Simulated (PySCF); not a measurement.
**How the numerical set-up moves the result for SnP**

The method stays; parts of the set-up, such as the basis or the Hamiltonian, are changed.

Method: each script names its method and basis; program: PySCF 2.14.0.

**1. Starting geometry**

SnP: 2 atoms, charge 0, spin multiplicity 2.

Bond lengths: Sn1–P2 2.415 Å.

**2. The run that the others are compared with**

input.py

```python
from pyscf import gto, dft, tdscf

mol = gto.M(
    atom='Sn 0 0 0; P 0 0 2.415',
    basis='sbkjc',
    ecp={'Sn': 'sbkjc', 'P': 'sbkjc'},
    charge=0,
    spin=1,
    verbose=4,
)
mf = dft.UKS(mol, xc='camb3lyp')
mf.kernel()
td = tdscf.TDA(mf)
td.nstates = 3
td.kernel()
td.analyze(verbose=3)
mf.dip_moment()
print('orbital energies (hartree):', [e[max(0, n-3):n+3].round(4) for e, n in zip(mf.mo_energy, mol.nelec)])
```

Command:

```bash
$ OMP_NUM_THREADS=1 python input.py
```

The log of this run is left out.

In short: E(SCF) = -9.834499 Eh, 14 cycles, ⟨S²⟩ = 0.860, μ = 2.73 D, excitations 0.41, 1.71, 2.08 eV.

The bond length is a typed value, not an optimised one.

**3. Density fitting def2-universal-jkfit**

Variant 1 changes density fitting: none → def2-universal-jkfit.

input.py

```python
from pyscf import gto, dft, tdscf

mol = gto.M(
    atom='Sn 0 0 0; P 0 0 2.415',
    basis='sbkjc',
    ecp={'Sn': 'sbkjc', 'P': 'sbkjc'},
    charge=0,
    spin=1,
    verbose=4,
)
mf = dft.UKS(mol, xc='camb3lyp')
mf = mf.density_fit(auxbasis='def2-universal-jkfit')
mf.kernel()
td = tdscf.TDA(mf)
td.nstates = 3
td.kernel()
td.analyze(verbose=3)
mf.dip_moment()
print('orbital energies (hartree):', [e[max(0, n-3):n+3].round(4) for e, n in zip(mf.mo_energy, mol.nelec)])
```

Command:

```bash
$ OMP_NUM_THREADS=1 python input.py
```

**4. Crenbl**

Variant 2 changes basis set: sbkjc → crenbl. The core potential changes with it, and so the count of electrons: totals don't compare.

input.py, as its differences from that of step 2:

```diff
@@ -4,4 +4,4 @@
     atom='Sn 0 0 0; P 0 0 2.415',
-    basis='sbkjc',
-    ecp={'Sn': 'sbkjc', 'P': 'sbkjc'},
+    basis='crenbl',
+    ecp={'Sn': 'crenbl', 'P': 'crenbl'},
     charge=0,
```

Before running it: what results should come out? Wanted: for each run, E(SCF); from base; gap, α spin; dipole; after the SCF.

The runs gave:

| run | E(SCF) (hartree) | from base (eV) | cycles | gap, α spin (eV) | dipole (D) | functions | after the SCF |
| --- | --- | --- | --- | --- | --- | --- | --- |
| base | -9.834499 | 0 | 14 | 5.79 | 2.73 | 16 | first excitation 0.41 eV |
| density fitting def2-universal-jkfit | -9.834500 | 0.0000 | 14 | 5.79 | 2.73 | 16 | first excitation 0.41 eV |
| crenbl | -76.153278 | not comparable | 16 | 5.74 | 2.98 | 48 | first excitation 0.37 eV |

What this shows: With density fitting def2-universal-jkfit the SCF ends at the base energy. The dearest run is “crenbl”, at 29 s against 6.5 s.
